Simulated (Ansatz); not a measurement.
# SiH3I + SiH3 radical: a complex and its separated parts, part 2 of 3

Ansatz 0.2.0, Gaussian basis.

### Step 10. B3LYP-D4/def2-TZVPP

The inputs:

parta/in.yaml

```yaml
crystal:
  periodic: [false, false, false]
  atoms:
    - {symbol: I, position_ang: [-2.196615, -1.014261, -0.235941]}
    - {symbol: Si, position_ang: [-1.005823, 0.814125, -1.325351]}
    - {symbol: H, position_ang: [-1.920571, 1.457489, -2.296235]}
    - {symbol: H, position_ang: [-0.586749, 1.784050, -0.287613]}
    - {symbol: H, position_ang: [0.176429, 0.254738, -2.020099]}
basis:
  gaussian: {orbitals: def2-TZVPP}
hamiltonian: {xc: {name: B3LYP}, dispersion: d4}
```

partb/in.yaml

```yaml
crystal:
  periodic: [false, false, false]
  atoms:
    - {symbol: Si, position_ang: [1.239873, -0.690460, 1.265740]}
    - {symbol: H, position_ang: [0.434781, -0.269806, 2.441858]}
    - {symbol: H, position_ang: [1.230028, -2.168090, 1.107987]}
    - {symbol: H, position_ang: [2.628446, -0.167784, 1.349754]}
basis:
  gaussian: {orbitals: def2-TZVPP}
magnetization: {spin_polarized: true, initial_magnetization: 1}
hamiltonian: {xc: {name: B3LYP}, dispersion: d4}
```

The same command starts each run, in its folder.

Command:

```sh
$ ansatz run in.yaml --threads 8 --pin off --events-out ev --progress --plain --max-ram 19148MiB
```

Output in parta, shortened:

```text
Functional definition: B3LYP
  name "B3LYP"
  cite "Stephens, Devlin, Chabalowski & Frisch, J. Phys. Chem. 98, 11623 (1994) doi:10.1021/j100096a001"
  cite "Becke, Phys. Rev. A 38, 3098 (1988) doi:10.1103/PhysRevA.38.3098"
  cite "Lee, Yang & Parr, Phys. Rev. B 37, 785 (1988) doi:10.1103/PhysRevB.37.785"
  cite "Vosko, Wilk & Nusair, Can. J. Phys. 58, 1200 (1980) doi:10.1139/p80-159"
[...]
879 factors; their error is unknown
[...]
mean field -16031.92447565 eV, -589.1623576516 hartree, gradient 1.3e-5 eV, S^2 0.000000; 0 other end points of the search recorded, 0 dependent functions left out
reference -16031.92469711 eV, -589.1623657898 hartree; 21, 21 occupied and 113, 113 virtual orbitals, 879 factors
Total energy: -16032.07416033 eV, -589.1678584618 hartree
```

Output in partb, shortened:

```text
Functional definition: B3LYP
  name "B3LYP"
  cite "Stephens, Devlin, Chabalowski & Frisch, J. Phys. Chem. 98, 11623 (1994) doi:10.1021/j100096a001"
  cite "Becke, Phys. Rev. A 38, 3098 (1988) doi:10.1103/PhysRevA.38.3098"
  cite "Lee, Yang & Parr, Phys. Rev. B 37, 785 (1988) doi:10.1103/PhysRevB.37.785"
  cite "Vosko, Wilk & Nusair, Can. J. Phys. 58, 1200 (1980) doi:10.1139/p80-159"
[...]
468 factors; their error is unknown
[...]
mean field -7925.67558183 eV, -291.2632054163 hartree, gradient 7.3e-5 eV, S^2 0.751952; 0 other end points of the search recorded, 0 dependent functions left out
reference -7925.67578466 eV, -291.2632128704 hartree; 9, 8 occupied and 75, 76 virtual orbitals, 468 factors
Total energy: -7925.73174018 eV, -291.2652691977 hartree
```

Wall times: 1.4 s (parta), 0.76 s (partb) on 8 threads of Intel Xeon at 2.50GHz, shared host.

### Step 11. r2SCAN0-D4/def2-TZVPP

Each input of step 10 (parta, partb) changes in the same lines:

```diff
-hamiltonian: {xc: {name: B3LYP}, dispersion: d4}
+hamiltonian: {xc: {name: r2SCAN0}, dispersion: d4}
```

Each run has its own folder and the same command.

Command:

```sh
$ ansatz run in.yaml --threads 8 --pin off --events-out ev --progress --plain --max-ram 19148MiB
```

parta printed, shortened:

```text
Functional definition: r2SCAN0
  name "r2SCAN0"
  cite "Bursch, Neugebauer, Ehlert & Grimme, J. Chem. Phys. 156, 134105 (2022) doi:10.1063/5.0086040"
  cite "Furness, Kaplan, Ning, Perdew & Sun, J. Phys. Chem. Lett. 11, 8208 (2020) doi:10.1021/acs.jpclett.0c02405"
  cite "Furness, Kaplan, Ning, Perdew & Sun, J. Phys. Chem. Lett. 11, 9248 (2020) doi:10.1021/acs.jpclett.0c03077"
  parent r2scan
[...]
886 factors; their error is unknown
[...]
mean field -16030.25281669 eV, -589.1009253176 hartree, gradient 3.9e-5 eV, S^2 0.000000; 0 other end points of the search recorded, 0 dependent functions left out
reference -16030.25282501 eV, -589.1009256235 hartree; 21, 21 occupied and 113, 113 virtual orbitals, 886 factors
Total energy: -16030.27627684 eV, -589.1017874624 hartree
```

Log of partb, shortened:

```text
Functional definition: r2SCAN0
  name "r2SCAN0"
  cite "Bursch, Neugebauer, Ehlert & Grimme, J. Chem. Phys. 156, 134105 (2022) doi:10.1063/5.0086040"
  cite "Furness, Kaplan, Ning, Perdew & Sun, J. Phys. Chem. Lett. 11, 8208 (2020) doi:10.1021/acs.jpclett.0c02405"
  cite "Furness, Kaplan, Ning, Perdew & Sun, J. Phys. Chem. Lett. 11, 9248 (2020) doi:10.1021/acs.jpclett.0c03077"
  parent r2scan
[...]
468 factors; their error is unknown
[...]
mean field -7924.07966325 eV, -291.2045564904 hartree, gradient 4.7e-5 eV, S^2 0.754660; 0 other end points of the search recorded, 0 dependent functions left out
reference -7924.07967319 eV, -291.2045568556 hartree; 9, 8 occupied and 75, 76 virtual orbitals, 468 factors
Total energy: -7924.08852989 eV, -291.2048823333 hartree
```

Wall times: 2.1 s (parta), 1.7 s (partb) on 8 threads of Intel Xeon at 2.50GHz, shared host.

### Step 12. BHLYP-D4/def2-TZVPP

Each input of step 11 (parta, partb) changes in the same lines:

```diff
-hamiltonian: {xc: {name: r2SCAN0}, dispersion: d4}
+hamiltonian: {xc: {name: BHLYP}, dispersion: d4}
```

One command serves all of them, each in its own folder.

Command:

```sh
$ ansatz run in.yaml --threads 8 --pin off --events-out ev --progress --plain --max-ram 19148MiB
```

parta printed, shortened:

```text
Functional definition: BHLYP
  name "BHLYP"
  cite "Becke, J. Chem. Phys. 98, 1372 (1993) doi:10.1063/1.464304"
  cite "Becke, Phys. Rev. A 38, 3098 (1988) doi:10.1103/PhysRevA.38.3098"
  cite "Lee, Yang & Parr, Phys. Rev. B 37, 785 (1988) doi:10.1103/PhysRevB.37.785"
[...]
953 factors; their error is unknown
[...]
mean field -16027.33614570 eV, -588.9937396357 hartree, gradient 3.5e-5 eV, S^2 0.000000; 0 other end points of the search recorded, 0 dependent functions left out
reference -16027.33629582 eV, -588.9937451525 hartree; 21, 21 occupied and 113, 113 virtual orbitals, 953 factors
Total energy: -16027.47436060 eV, -588.9988189399 hartree
```

Log of partb, shortened:

```text
Functional definition: BHLYP
  name "BHLYP"
  cite "Becke, J. Chem. Phys. 98, 1372 (1993) doi:10.1063/1.464304"
  cite "Becke, Phys. Rev. A 38, 3098 (1988) doi:10.1103/PhysRevA.38.3098"
  cite "Lee, Yang & Parr, Phys. Rev. B 37, 785 (1988) doi:10.1103/PhysRevB.37.785"
[...]
487 factors; their error is unknown
[...]
mean field -7924.93206282 eV, -291.2358815966 hartree, gradient 6.2e-5 eV, S^2 0.752286; 0 other end points of the search recorded, 0 dependent functions left out
reference -7924.93220005 eV, -291.2358866398 hartree; 9, 8 occupied and 75, 76 virtual orbitals, 487 factors
Total energy: -7924.97158528 eV, -291.2373340203 hartree
```

Times: 1.5 s (parta), 0.76 s (partb) on 8 threads of Intel Xeon at 2.50GHz, shared host.

### Step 13. CAM-B3LYP-D4/def2-TZVPP

The same edit goes into each in.yaml of step 12 (parta, partb):

```diff
-hamiltonian: {xc: {name: BHLYP}, dispersion: d4}
+hamiltonian: {xc: {name: CAM-B3LYP}, dispersion: d4}
```

The same command starts each run, in its folder.

Command:

```sh
$ ansatz run in.yaml --threads 8 --pin off --events-out ev --progress --plain --max-ram 19148MiB
```

Output in parta, shortened:

```text
Functional definition: CAM-B3LYP
  name "CAM-B3LYP"
  cite "Yanai, Tew & Handy, Chem. Phys. Lett. 393, 51 (2004) doi:10.1016/j.cplett.2004.06.011"
  cite "Iikura, Tsuneda, Yanai & Hirao, J. Chem. Phys. 115, 3540 (2001) doi:10.1063/1.1383587"
  cite "Becke, Phys. Rev. A 38, 3098 (1988) doi:10.1103/PhysRevA.38.3098"
  cite "Lee, Yang & Parr, Phys. Rev. B 37, 785 (1988) doi:10.1103/PhysRevB.37.785"
[...]
  # Exact exchange under (alpha + beta erf(omega r))/r, Becke's under what is left of 1/r.
[...]
879 factors; their error is unknown
208 factors; integrals over basis functions are off by at most 9.4e-5 eV
[...]
mean field -16028.82765555 eV, -589.0485516119 hartree, gradient 4.6e-5 eV, S^2 0.000000; 0 other end points of the search recorded, 0 dependent functions left out
reference -16028.82776330 eV, -589.0485555716 hartree; 21, 21 occupied and 113, 113 virtual orbitals, 879 factors
Total energy: -16028.90704653 eV, -589.0514691767 hartree
```

Output in partb, shortened:

```text
Functional definition: CAM-B3LYP
  name "CAM-B3LYP"
  cite "Yanai, Tew & Handy, Chem. Phys. Lett. 393, 51 (2004) doi:10.1016/j.cplett.2004.06.011"
  cite "Iikura, Tsuneda, Yanai & Hirao, J. Chem. Phys. 115, 3540 (2001) doi:10.1063/1.1383587"
  cite "Becke, Phys. Rev. A 38, 3098 (1988) doi:10.1103/PhysRevA.38.3098"
  cite "Lee, Yang & Parr, Phys. Rev. B 37, 785 (1988) doi:10.1103/PhysRevB.37.785"
[...]
  # Exact exchange under (alpha + beta erf(omega r))/r, Becke's under what is left of 1/r.
[...]
468 factors; their error is unknown
126 factors; integrals over basis functions are off by at most 1.5e-5 eV
[...]
mean field -7925.03184583 eV, -291.2395485547 hartree, gradient 5.8e-5 eV, S^2 0.751942; 0 other end points of the search recorded, 0 dependent functions left out
reference -7925.03194406 eV, -291.2395521645 hartree; 9, 8 occupied and 75, 76 virtual orbitals, 468 factors
Total energy: -7925.05972105 eV, -291.2405729502 hartree
```

Wall times: 1.7 s (parta), 0.91 s (partb) on 8 threads of Intel Xeon at 2.50GHz, shared host.

### Step 14. wB97X-V/def2-TZVPP

The same edit goes into each in.yaml of step 13 (parta, partb):

```diff
-hamiltonian: {xc: {name: CAM-B3LYP}, dispersion: d4}
+hamiltonian: {xc: {name: wB97X-V}}
```

Each run has its own folder and the same command.

Command:

```sh
$ ansatz run in.yaml --threads 8 --pin off --events-out ev --progress --plain --max-ram 19148MiB
```

parta printed, shortened:

```text
Functional definition: wB97X-V
  name "wB97X-V"
  cite "Mardirossian & Head-Gordon, Phys. Chem. Chem. Phys. 16, 9904 (2014) doi:10.1039/C3CP54374A"
  cite "Becke, J. Chem. Phys. 107, 8554 (1997) doi:10.1063/1.475007"
  cite "Vydrov & Van Voorhis, J. Chem. Phys. 133, 244103 (2010) doi:10.1063/1.3521275"
[...]
      + integral(e_c_pw_opposite_spin*poly(b97_u_opposite, cos0, cos1)) + vv10(b, c)
857 factors; their error is unknown
187 factors; integrals over basis functions are off by at most 5.4e-5 eV
[...]
mean field -16027.05636543 eV, -588.9834579006 hartree, gradient 1.6e-5 eV, S^2 0.000000; 0 other end points of the search recorded, 0 dependent functions left out
reference -16027.05636370 eV, -588.9834578371 hartree; 21, 21 occupied and 113, 113 virtual orbitals, 857 factors
Total energy: -16027.05636370 eV, -588.9834578371 hartree
```

Log of partb, shortened:

```text
Functional definition: wB97X-V
  name "wB97X-V"
  cite "Mardirossian & Head-Gordon, Phys. Chem. Chem. Phys. 16, 9904 (2014) doi:10.1039/C3CP54374A"
  cite "Becke, J. Chem. Phys. 107, 8554 (1997) doi:10.1063/1.475007"
  cite "Vydrov & Van Voorhis, J. Chem. Phys. 133, 244103 (2010) doi:10.1063/1.3521275"
[...]
      + integral(e_c_pw_opposite_spin*poly(b97_u_opposite, cos0, cos1)) + vv10(b, c)
468 factors; their error is unknown
115 factors; integrals over basis functions are off by at most 1.2e-5 eV
[...]
mean field -7923.55540663 eV, -291.1852904147 hartree, gradient 4.9e-5 eV, S^2 0.751563; 0 other end points of the search recorded, 0 dependent functions left out
reference -7923.55540606 eV, -291.1852903939 hartree; 9, 8 occupied and 75, 76 virtual orbitals, 468 factors
Total energy: -7923.55540606 eV, -291.1852903939 hartree
```

Times: 2.7 s (parta), 1.6 s (partb) on 8 threads of Intel Xeon at 2.50GHz, shared host.

### Step 15. wB97M-V/def2-TZVPP

The same edit goes into each in.yaml of step 14 (parta, partb):

```diff
-hamiltonian: {xc: {name: wB97X-V}}
+hamiltonian: {xc: {name: wB97M-V}}
```

The same command starts each run, in its folder.

Command:

```sh
$ ansatz run in.yaml --threads 8 --pin off --events-out ev --progress --plain --max-ram 19148MiB
```

Log of parta, shortened:

```text
Functional definition: wB97M-V
  name "wB97M-V"
  cite "Mardirossian & Head-Gordon, J. Chem. Phys. 144, 214110 (2016) doi:10.1063/1.4952647"
  cite "Becke, J. Chem. Phys. 107, 8554 (1997) doi:10.1063/1.475007"
  cite "Vydrov & Van Voorhis, J. Chem. Phys. 133, 244103 (2010) doi:10.1063/1.3521275"
  # Of w^i u^j: cxij and so on, Table III.
[...]
  gx(w, u) = 1 - cx + cx01*u + cx10*w
[...]
      + integral(e_c_pw_mod_opposite_spin*gos(b97_w_opposite, b97_u_opposite)) + vv10(b, c)
857 factors; their error is unknown
187 factors; integrals over basis functions are off by at most 5.4e-5 eV
[...]
mean field -16027.26341689 eV, -588.9910669013 hartree, gradient 4.6e-5 eV, S^2 0.000000; 0 other end points of the search recorded, 0 dependent functions left out
reference -16027.26345896 eV, -588.9910684475 hartree; 21, 21 occupied and 113, 113 virtual orbitals, 857 factors
Total energy: -16027.26345896 eV, -588.9910684475 hartree
```

Output in partb, shortened:

```text
Functional definition: wB97M-V
  name "wB97M-V"
  cite "Mardirossian & Head-Gordon, J. Chem. Phys. 144, 214110 (2016) doi:10.1063/1.4952647"
  cite "Becke, J. Chem. Phys. 107, 8554 (1997) doi:10.1063/1.475007"
  cite "Vydrov & Van Voorhis, J. Chem. Phys. 133, 244103 (2010) doi:10.1063/1.3521275"
  # Of w^i u^j: cxij and so on, Table III.
[...]
  gx(w, u) = 1 - cx + cx01*u + cx10*w
[...]
      + integral(e_c_pw_mod_opposite_spin*gos(b97_w_opposite, b97_u_opposite)) + vv10(b, c)
468 factors; their error is unknown
115 factors; integrals over basis functions are off by at most 1.2e-5 eV
[...]
mean field -7923.88138231 eV, -291.1972698003 hartree, gradient 8.3e-5 eV, S^2 0.751150; 0 other end points of the search recorded, 0 dependent functions left out
reference -7923.88142069 eV, -291.1972712107 hartree; 9, 8 occupied and 75, 76 virtual orbitals, 468 factors
Total energy: -7923.88142069 eV, -291.1972712107 hartree
```

Times: 3 s (parta), 1.6 s (partb) on 8 threads of Intel Xeon at 2.50GHz, shared host.

### Step 16. B2PLYP/def2-TZVPP

The same edit goes into each in.yaml of step 15 (parta, partb):

```diff
-hamiltonian: {xc: {name: wB97M-V}}
+hamiltonian: {xc: {name: B2PLYP}}
```

One command serves all of them, each in its own folder.

Command:

```sh
$ ansatz run in.yaml --threads 8 --pin off --events-out ev --progress --plain --max-ram 19148MiB
```

parta printed, shortened:

```text
Functional definition: B2PLYP
  name "B2PLYP"
  cite "Grimme, J. Chem. Phys. 124, 034108 (2006) doi:10.1063/1.2148954"
  cite "Becke, Phys. Rev. A 38, 3098 (1988) doi:10.1103/PhysRevA.38.3098"
  cite "Lee, Yang & Parr, Phys. Rev. B 37, 785 (1988) doi:10.1103/PhysRevB.37.785"
[...]
944 factors; integrals over basis functions are off by at most 6.0e-4 eV
[...]
mean field -16015.32138180 eV, -588.5522052064 hartree, gradient 6.4e-6 eV, S^2 0.000000; 0 other end points of the search recorded, 0 dependent functions left out
9 core orbitals not correlated: weight in the atoms' cores, before any rotation towards them, 1.000 or more for the frozen orbitals, at most 0.000 for the correlated occupied ones
reference -16015.32152207 eV, -588.5522103612 hartree; 12, 12 occupied and 113, 113 virtual orbitals, 944 factors
second order -19.89300316 eV of doubles, -0.00000000 eV of singles
Total energy: -16020.69263292 eV, -588.7495950443 hartree
```

partb printed, shortened:

```text
Functional definition: B2PLYP
  name "B2PLYP"
  cite "Grimme, J. Chem. Phys. 124, 034108 (2006) doi:10.1063/1.2148954"
  cite "Becke, Phys. Rev. A 38, 3098 (1988) doi:10.1103/PhysRevA.38.3098"
  cite "Lee, Yang & Parr, Phys. Rev. B 37, 785 (1988) doi:10.1103/PhysRevB.37.785"
[...]
467 factors; integrals over basis functions are off by at most 1.1e-3 eV
[...]
mean field -7920.43222775 eV, -291.0705157082 hartree, gradient 3.0e-6 eV, S^2 0.752859; 0 other end points of the search recorded, 0 dependent functions left out
5 core orbitals not correlated: weight in the atoms' cores, before any rotation towards them, 1.000 or more for the frozen orbitals, at most 0.000 for the correlated occupied ones
reference -7920.43235616 eV, -291.0705204271 hartree; 4, 3 occupied and 75, 76 virtual orbitals, 467 factors
second order -3.93883421 eV of doubles, -0.00000000 eV of singles
Total energy: -7921.49584140 eV, -291.1096027887 hartree
```

They took 2.6 s (parta), 1.2 s (partb) on 8 threads of Intel Xeon at 2.50GHz, shared host.

### Step 17. PBE-QIDH/def2-TZVPP

Each input of step 16 (parta, partb) changes in the same lines:

```diff
-hamiltonian: {xc: {name: B2PLYP}}
+hamiltonian: {xc: {name: PBE-QIDH}}
```

One command serves all of them, each in its own folder.

Command:

```sh
$ ansatz run in.yaml --threads 8 --pin off --events-out ev --progress --plain --max-ram 19148MiB
```

Log of parta, shortened:

```text
Functional definition: PBE-QIDH
  name "PBE-QIDH"
  cite "Brémond, Sancho-García, Pérez-Jiménez & Adamo, J. Chem. Phys. 141, 031101 (2014) doi:10.1063/1.4890314"
  cite "Perdew, Burke & Ernzerhof, Phys. Rev. Lett. 77, 3865 (1996) doi:10.1103/PhysRevLett.77.3865"
[...]
944 factors; integrals over basis functions are off by at most 6.0e-4 eV
[...]
mean field -16012.87951638 eV, -588.4624683074 hartree, gradient 5.5e-6 eV, S^2 0.000000; 0 other end points of the search recorded, 0 dependent functions left out
9 core orbitals not correlated: weight in the atoms' cores, before any rotation towards them, 1.000 or more for the frozen orbitals, at most 0.000 for the correlated occupied ones
reference -16012.87952708 eV, -588.4624687007 hartree; 12, 12 occupied and 113, 113 virtual orbitals, 944 factors
second order -18.80361191 eV of doubles, -0.00000000 eV of singles
Total energy: -16019.14739772 eV, -588.6928086981 hartree
```

partb printed, shortened:

```text
Functional definition: PBE-QIDH
  name "PBE-QIDH"
  cite "Brémond, Sancho-García, Pérez-Jiménez & Adamo, J. Chem. Phys. 141, 031101 (2014) doi:10.1063/1.4890314"
  cite "Perdew, Burke & Ernzerhof, Phys. Rev. Lett. 77, 3865 (1996) doi:10.1103/PhysRevLett.77.3865"
[...]
467 factors; integrals over basis functions are off by at most 1.1e-3 eV
[...]
mean field -7917.91031318 eV, -290.9778370569 hartree, gradient 4.9e-6 eV, S^2 0.753947; 0 other end points of the search recorded, 0 dependent functions left out
5 core orbitals not correlated: weight in the atoms' cores, before any rotation towards them, 1.000 or more for the frozen orbitals, at most 0.000 for the correlated occupied ones
reference -7917.91032399 eV, -290.9778374542 hartree; 4, 3 occupied and 75, 76 virtual orbitals, 467 factors
second order -3.64516390 eV of doubles, -0.00000000 eV of singles
Total energy: -7919.12537862 eV, -291.0224898883 hartree
```

They took 3.1 s (parta), 0.91 s (partb) on 8 threads of Intel Xeon at 2.50GHz, shared host.

(Part 2 of 3 ends here.)
